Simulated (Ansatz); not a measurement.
# CH7BSSi: up Jacob's ladder to CCSD(T)

Aim: compute CH7BSSi with functionals from several rungs and with coupled cluster, and see how far each lands from CCSD(T) at the basis-set limit for the atomisation energy.

Computed with Ansatz 0.2.0, Gaussian basis. Level: functionals in def2-TZVPP, the program's frozen cores in correlated methods.

Plan: LDA (SPW92), PBE-D4, revPBE-D4, BLYP-D4, r2SCAN-D4, B97M-V, PBE0-D4, B3LYP-D4, r2SCANh-D4, r2SCAN0-D4, HSE06-D4, BHLYP-D4, CAM-B3LYP-D4, LC-ωPBE, ωB97X-V, ωB97M-V, B2PLYP, PBE-QIDH; CCSD(T)/def2-SVP; CCSD(T)/def2-TZVPP; MP2/def2-QZVPP; extrapolation to the limit; RPA on PBE.

## 1. The relaxed structure

All runs share one geometry, relaxed beforehand with PBE0-D4 in a triple-zeta def2 set.

SMILES `BS[SiH2]C`, 11 atoms, charge 0, spin multiplicity 1.

Atoms are counted from 1 here; the program's logs count them from 0.

Bond lengths: B1–S2 1.773 Å, B1–H5 1.195 Å, B1–H6 1.193 Å, S2–Si3 2.163 Å, Si3–C4 1.863 Å, Si3–H7 1.485 Å, Si3–H8 1.485 Å, C4–H9 1.093 Å, C4–H10 1.092 Å, C4–H11 1.092 Å. Angles: S2–B1–H5 121.3°, S2–B1–H6 117.1°, H5–B1–H6 121.6°, B1–S2–Si3 100.0°, S2–Si3–C4 108.1°, S2–Si3–H7 108.5°, S2–Si3–H8 108.5°, C4–Si3–H7 111.3°, C4–Si3–H8 111.3°, H7–Si3–H8 109.0°, Si3–C4–H9 110.3°, Si3–C4–H10 110.8°, Si3–C4–H11 110.9°, H9–C4–H10 108.2°, H9–C4–H11 108.2°, H10–C4–H11 108.3°.

## 2. LDA

This LDA is Slater exchange with PW92 correlation.

in.yaml

```yaml
crystal:
  periodic: [false, false, false]
  atoms:
    - {symbol: B, position_ang: [-0.964231, 2.311847, 0.706746]}
    - {symbol: S, position_ang: [0.274441, 1.542013, -0.302194]}
    - {symbol: Si, position_ang: [-0.117508, -0.538332, 0.140915]}
    - {symbol: C, position_ang: [1.082331, -1.573729, -0.838101]}
    - {symbol: H, position_ang: [-1.712024, 1.663369, 1.375608]}
    - {symbol: H, position_ang: [-1.016560, 3.503087, 0.686931]}
    - {symbol: H, position_ang: [0.052908, -0.750481, 1.600779]}
    - {symbol: H, position_ang: [-1.522369, -0.843062, -0.231329]}
    - {symbol: H, position_ang: [0.915346, -2.635738, -0.641253]}
    - {symbol: H, position_ang: [0.959843, -1.401707, -1.909643]}
    - {symbol: H, position_ang: [2.113122, -1.334369, -0.567958]}
basis:
  gaussian: {orbitals: def2-TZVPP}
hamiltonian: {xc: lda}
output: {orbitals: {seedname: orbitals}}
```

On the command line:

```bash
$ ansatz run in.yaml --threads 2 --pin off --events-out ev --progress --plain --max-ram 4352MiB
```

The runs that follow: PBE-D4 (GGA); revPBE-D4 (GGA); BLYP-D4 (GGA); r2SCAN-D4 (meta-GGA); B97M-V (meta-GGA); PBE0-D4 (hybrid); B3LYP-D4 (hybrid); r2SCANh-D4 (hybrid); r2SCAN0-D4 (hybrid); HSE06-D4 (hybrid); BHLYP-D4 (hybrid); CAM-B3LYP-D4 (range-separated); LC-ωPBE (range-separated); ωB97X-V (range-separated); ωB97M-V (range-separated); B2PLYP (double hybrid); PBE-QIDH (double hybrid); CCSD(T) in def2-SVP; CCSD(T) in def2-TZVPP; MP2 in def2-QZVPP; RPA on PBE orbitals.

Q: Predict the results of all the runs planned. Wanted: atomisation energy, CCSD(T)/CBS; farthest beyond LDA; mean size of error, GGA; mean size of error, meta-GGA; mean size of error, hybrid; mean size of error, range-separated; mean size of error, double hybrid; gap, smallest and largest; T1 diagnostic.

The runs gave:

| quantity | value |
| --- | --- |
| atomisation energy, CCSD(T)/CBS | 3779.5 kJ/mol |
| functionals within 18.9 kJ/mol (0.5 %) | PBE0-D4, B3LYP-D4, r2SCANh-D4, r2SCAN0-D4, HSE06-D4, CAM-B3LYP-D4, PBE-QIDH |
| farthest beyond LDA | BHLYP-D4 (-44.4 kJ/mol) |
| mean size of error, GGA | 30.2 kJ/mol |
| mean size of error, meta-GGA | 32.3 kJ/mol |
| mean size of error, hybrid | 13.8 kJ/mol |
| mean size of error, range-separated | 23.2 kJ/mol |
| mean size of error, double hybrid | 23.1 kJ/mol |
| gap, smallest and largest | 4.48 eV (LDA (SPW92)), 11.53 eV (LC-ωPBE) |
| T1 diagnostic | 0.0131 |
| triples share of the correlation energy | 4.0 % |

In words: LDA overbinds by 440.7 kJ/mol (12 %). PBE-D4 is off by +27.2 kJ/mol. Double hybrids carry the basis error of their MP2 part in triple zeta, and no dispersion term here, so their miss is partly the set-up's. By mean error the best rung here is hybrid (13.8 kJ/mol) and the worst beyond LDA is meta-GGA (32.3 kJ/mol). The gap between the best rungs is small, so their order is not settled. The reference freezes the cores and leaves out relativity and excitations past (T), so misses under about 18.9 kJ/mol can't be ranked. Hartree-Fock recovers 77 % of the binding; the rest is correlation. CCSD(T) in def2-SVP is off by -203.0 kJ/mol, so the small basis spoils what the method gains. The gap grows from 4.5 to 11.5 eV across the functionals, mostly with the share of exact exchange.
